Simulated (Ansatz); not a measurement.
**CH₆AlCl₂N: basis-set convergence**

The task here is to estimate one member of a computed series from the others.

Computed with Ansatz 0.2.0, Gaussian basis. Level: one geometry, several basis sets.

Levels to be run: PBE0-D4/def2-SVP; ωB97M-V/def2-SVP; PBE0-D4/def2-QZVPP; ωB97M-V/def2-QZVPP; the functionals' def2-TZVPP values are taken from earlier runs.

### The geometry

An earlier PBE0-D4 in a triple-zeta def2 set relaxation fixed the geometry.

SMILES `[CH3][Al-]([NH3+])([Cl])[Cl]`, 11 atoms, charge 0, spin multiplicity 1.

Atoms are counted from 1 here; the program's logs count them from 0.

Bond lengths: C1–Al2 1.944 Å, C1–H6 1.094 Å, C1–H7 1.094 Å, C1–H8 1.094 Å, Al2–N3 2.023 Å, Al2–Cl4 2.137 Å, Al2–Cl5 2.137 Å, N3–H9 1.016 Å, N3–H10 1.016 Å, N3–H11 1.016 Å. Angles: Al2–C1–H6 110.4°, Al2–C1–H7 112.2°, Al2–C1–H8 112.2°, H6–C1–H7 106.8°, H6–C1–H8 106.8°, H7–C1–H8 108.1°, C1–Al2–N3 106.9°, C1–Al2–Cl4 117.8°, C1–Al2–Cl5 117.8°, N3–Al2–Cl4 97.7°, N3–Al2–Cl5 97.7°, Cl4–Al2–Cl5 114.1°, Al2–N3–H9 108.0°, Al2–N3–H10 112.3°, Al2–N3–H11 112.3°, H9–N3–H10 107.7°, H9–N3–H11 107.7°, H10–N3–H11 108.6°.

Set-up of the first run:

Contents of in.yaml:

```yaml
crystal:
  periodic: [false, false, false]
  atoms:
    - {symbol: C, position_ang: [-1.573716, 0.259208, 0.571956]}
    - {symbol: Al, position_ang: [-0.005849, 0.568677, -0.535221]}
    - {symbol: N, position_ang: [1.386751, -0.787800, 0.025615]}
    - {symbol: Cl, position_ang: [-0.120786, 0.022907, -2.598021]}
    - {symbol: Cl, position_ang: [1.144830, 2.329939, -0.160915]}
    - {symbol: H, position_ang: [-2.368087, 0.966317, 0.315784]}
    - {symbol: H, position_ang: [-1.986153, -0.744951, 0.432617]}
    - {symbol: H, position_ang: [-1.360552, 0.394188, 1.636945]}
    - {symbol: H, position_ang: [2.215716, -0.639950, -0.543758]}
    - {symbol: H, position_ang: [1.657327, -0.682507, 0.998795]}
    - {symbol: H, position_ang: [1.075921, -1.743127, -0.123095]}
basis:
  gaussian: {orbitals: def2-SVP}
hamiltonian: {xc: pbe0, dispersion: d4}
output: {orbitals: {seedname: orbitals}}
```

The run is started by

```sh
$ ansatz run in.yaml --threads 4 --pin off --events-out ev --progress --plain --max-ram 10444MiB
```

Steps of the session up to this table: PBE0-D4 in def2-SVP; ωB97M-V in def2-SVP; PBE0-D4 in def2-QZVPP; ωB97M-V in def2-QZVPP.

One table of the session follows, with a row left open; its other results are not shown here.

It belongs to the step «Functionals by basis». 

| functional | basis | HOMO (eV) |
| --- | --- | --- |
| PBE0-D4 | def2-SVP | -7.76 |
| PBE0-D4 | def2-TZVPP | -7.92 |
| PBE0-D4 | def2-QZVPP | -7.96 |
| ωB97M-V | def2-SVP | ? |
| ωB97M-V | def2-TZVPP | -10.14 |
| ωB97M-V | def2-QZVPP | -10.19 |

**Question.** Estimate the row for ωB97M-V, def2-SVP.

**Answer.** HOMO (eV): -9.96. In the column «HOMO (eV)» it lies between ωB97M-V, def2-TZVPP (-10.14) and PBE0-D4, def2-QZVPP (-7.96).
